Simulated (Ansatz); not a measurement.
**GeNH2 (quartet): the correlation ladder at distance Ge1–N2 = 5.145 Å, cc-pVDZ**

The task here is to estimate one member of a computed series from the others.

Method: cc-pVDZ, core rule «outside noble gas», up to 15 orbitals frozen; program: Ansatz 0.2.0, Gaussian basis.

To be run: UHF; CCSD(T) on ROHF; CCSD(T) on UHF; BCCD(T) on ROHF; CISD; CCSDT(Q) on ROHF; CCSDT(Q) on UHF; CASSCF and MRCISD+Q, 5 electrons in 5 orbitals; CASSCF and NEVPT2, 5 electrons in 5 orbitals; CASSCF and MRCISD+Q, 11 electrons in 10 orbitals; CASSCF and NEVPT2, 11 electrons in 10 orbitals.

32 further runs of the same task are left out: 4 for a known fault of the program, 3 for a mislabelled method, 17 that didn't finish, 8 set aside as unsound or not needed.

**The system**

The geometry derives from a PBE0/def2-TZVP stationary point (not a proven minimum). One bond is set to the value named and the two fragments are kept rigid. No spin-orbit coupling is included. The filled d shell of Ge may be among the frozen orbitals whatever the setting's name suggests; the logs give the count.

4 atoms, charge 0, spin multiplicity 4.

Atoms are counted from 1 here; the program's logs count them from 0.

Bond lengths: Ge1–H3 1.558 Å, N2–H4 1.027 Å.

Set-up of the first run:

Input file in.yaml:

```yaml
crystal:
  periodic: [false, false, false]
  atoms:
    - {symbol: Ge, position_ang: [-0.128570, 0.463955, 2.493872]}
    - {symbol: N, position_ang: [-0.332912, -0.111993, -2.614704]}
    - {symbol: H, position_ang: [0.153367, -0.898748, 3.193918]}
    - {symbol: H, position_ang: [0.308114, 0.546786, -3.073086]}
basis:
  gaussian: {orbitals: cc-pVDZ}
magnetization: {spin_polarized: true, initial_magnetization: 3}
hamiltonian: {xc: hf}
output: {orbitals: {seedname: orbitals}}
```

Started as:

```sh
ansatz run in.yaml --threads 1 --pin off --events-out ev --progress --plain --max-ram 2393MiB
```

Among the steps run: UHF; CCSD(T) on ROHF; CCSD(T) on UHF; BCCD(T) on ROHF; CISD; CCSDT(Q) on ROHF; CCSDT(Q) on UHF; CASSCF and MRCISD+Q, 5 electrons in 5 orbitals; CASSCF and NEVPT2, 5 electrons in 5 orbitals; CASSCF and MRCISD+Q, 11 electrons in 10 orbitals; CASSCF and NEVPT2, 11 electrons in 10 orbitals.

One of the session's tables, all rows but one given; the rest of the session is left out.

| method | from UCCSDT(Q) (kJ/mol) |
| --- | --- |
| ROHF | +575.6 |
| UHF | ? |
| RMP2 | +117.3 |
| UMP2 | +117.3 |
| CISD | +50.1 |
| RCCSD | +10.6 |
| UCCSD | +9.8 |
| RCCSD(T) | +2.7 |
| UCCSD(T) | +2.2 |
| BCCD(T) | +2.7 |
| RCCSDT | +0.8 |
| UCCSDT | +0.4 |
| RCCSDT(Q) | +0.4 |
| UCCSDT(Q) | 0 |
| CASSCF valence | +425.8 |
| NEVPT2 valence | +95.5 |
| MRCISD valence | +26.7 |
| MRCISD+Q valence | +0.4 |

**Question.** Estimate the row for UHF.

**Answer.** from UCCSDT(Q) (kJ/mol): +548.2. In the column «from UCCSDT(Q) (kJ/mol)» it lies between CASSCF valence (+425.8) and ROHF (+575.6).

Not comparable, so not listed: CASSCF and MRCISD+Q, 5 electrons in 5 orbitals (they don't share determinant, frozen orbitals or solution with the rows shown, or repeat one).

Limits of these values: Left out of the table: CASSCF pair, NEVPT2 pair (the active space lost an orbital or holds another state than full CI finds). Restricted and unrestricted rows rest on different reference determinants; where their highest levels disagree by more than a few hundredths of an eV, they describe different states and don't form one ladder. Warnings in the runs' records: passed over end.
